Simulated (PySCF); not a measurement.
# C2H5ClGeS2: the cost of one run

Programs: PySCF 2.14.0, with density-fitted response routines of our own. Each step states its level of theory. These are calculated values for one molecule in the gas phase, unless marked as measured. Atoms count from 0, in the outputs and in this text.

## 1. The starting structure

11 atoms, charge 0, multiplicity 1; geometry from: GFN2-xTB. The atoms were then displaced at random by about 0.01 Å, so the start is not that level's minimum.

Bonds of the start (Å): Cl0–Ge1 2.14, Ge1–S2 2.25, S2–C3 1.79, C3–C4 1.53, C4–S5 1.83, S5–Ge1 2.23, Ge1–H6 1.54, C3–H7 1.11, C3–H8 1.11, C4–H9 1.07, C4–H10 1.10.

## 2. Relaxing the molecule at PBE0-D3(BJ)/def2-SVP

The job: settings as JSON, then the geometry in Å.

```
{"job": {"xc": "PBE0", "basis": "def2-SVP", "d3": "d3bj", "grid": 1, "shake": 0.01, "kind": "geom"}, "charge": 0, "multiplicity": 1}
Cl     3.218030     0.037440     1.384680
Ge     1.788970    -0.058570    -0.206370
S      0.350790     1.673480    -0.298050
C     -1.012990     0.712590     0.362340
C     -1.143970    -0.666780    -0.277460
S      0.312700    -1.698250     0.125450
H      2.624670    -0.178350    -1.498130
H     -1.916090     1.304420     0.121790
H     -0.943300     0.643190     1.468300
H     -1.234150    -0.590340    -1.340540
H     -2.006550    -1.204660     0.142330
```

Run with:

```bash
OMP_NUM_THREADS=1 python probes_run.py task.json out
```

The driver reads the jobs from task.json and runs them one after another.

Q: Estimate the wall time and peak memory of this first job on 1 thread of Arm Neoverse V2, shared host.

About 90 s, with a peak of 0.58 GiB.
